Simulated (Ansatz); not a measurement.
# SiGeNH (triplet): from Hartree-Fock to the top rungs, cc-pVDZ

The task here is to estimate one member of a computed series from the others.

Program: Ansatz 0.2.0, Gaussian basis. Level of theory: cc-pVDZ, core rule «outside noble gas», up to 20 orbitals frozen. These are calculated values, not measurements.

To be run: UHF; CCSD(T) on ROHF; CCSD(T) on UHF; BCCD(T) on ROHF; CISD; CCSDT(Q) on ROHF; CCSDT(Q) on UHF.

14 further runs of the same task are left out: 3 for a known fault of the program, 1 that didn't finish, 10 set aside as unsound or not needed.

### The system

The geometry is a PBE0/def2-TZVP stationary point (not a proven minimum) of the parent state, kept for this charge and spin. No spin-orbit coupling is included. The filled d shell of Ge may be among the frozen orbitals whatever the setting's name suggests; the logs give the count.

4 atoms, charge 0, spin multiplicity 3.

Atoms are counted from 1 here; the program's logs count them from 0.

Bond lengths: Ge1–N2 1.875 Å, N2–Si3 1.681 Å, N2–H4 1.061 Å. Angles: Ge1–N2–Si3 170.1°, Ge1–N2–H4 84.9°, Si3–N2–H4 105.0°.

Coordinates:

```xyz
4

Ge    0.0000    0.3193    1.7783
N     0.0000    0.1855   -0.0919
Si    0.0000    0.3568   -1.7637
H     0.0000   -0.8616    0.0772
```

Set-up of the first run:

in.yaml reads:

```yaml
crystal:
  periodic: [false, false, false]
  atoms:
    - {symbol: Ge, position_ang: [0.000000, 0.319253, 1.778323]}
    - {symbol: N, position_ang: [0.000000, 0.185537, -0.091861]}
    - {symbol: Si, position_ang: [0.000000, 0.356811, -1.763653]}
    - {symbol: H, position_ang: [0.000000, -0.861601, 0.077191]}
basis:
  gaussian: {orbitals: cc-pVDZ}
magnetization: {spin_polarized: true, initial_magnetization: 2}
hamiltonian: {xc: hf}
output: {orbitals: {seedname: orbitals}}
```

Launch:

```sh
ansatz run in.yaml --threads 1 --pin off --events-out ev --progress --plain --max-ram 2393MiB
```

Steps of the session up to this table: UHF; CCSD(T) on ROHF; CCSD(T) on UHF; BCCD(T) on ROHF; CISD; CCSDT(Q) on ROHF; CCSDT(Q) on UHF.

One of the session's tables, all rows but one given; the rest of the session is left out.

It belongs to the step «Misses and costs». 

| method | from RCCSDT(Q) (meV) |
| --- | --- |
| RMP2 | +1363.5 |
| UMP2 | +1473.7 |
| RCCSD | +620.8 |
| UCCSD | +605.9 |
| RCCSD(T) | +97.1 |
| UCCSD(T) | +116.6 |
| BCCD(T) | +139.6 |
| RCCSDT | ? |
| UCCSDT | +58.7 |
| RCCSDT(Q) | 0 |
| UCCSDT(Q) | -9.1 |

**Question.** Estimate the row for RCCSDT.

**Answer.** from RCCSDT(Q) (meV): +61.8. In the column «from RCCSDT(Q) (meV)» it lies between UCCSDT (+58.7) and RCCSD(T) (+97.1).

Not comparable, so not listed: CISD (they don't share determinant, frozen orbitals or solution with the rows shown, or repeat one).

Caveats from the session: The report flags that the cluster equations may have other roots. Left out of the table: ROHF, UHF (another determinant or state than the rows shown). The program flags RCCSD(T), UCCSD(T), BCCD(T), RCCSDT(Q), UCCSDT(Q) as in doubt, so the zero of the table is itself unsure. Warnings: coupled cluster took another determinant than the lowest; large T1 diagnostic. Restricted and unrestricted rows rest on different reference determinants; where their highest levels disagree by more than a few hundredths of an eV, they describe different states and don't form one ladder.
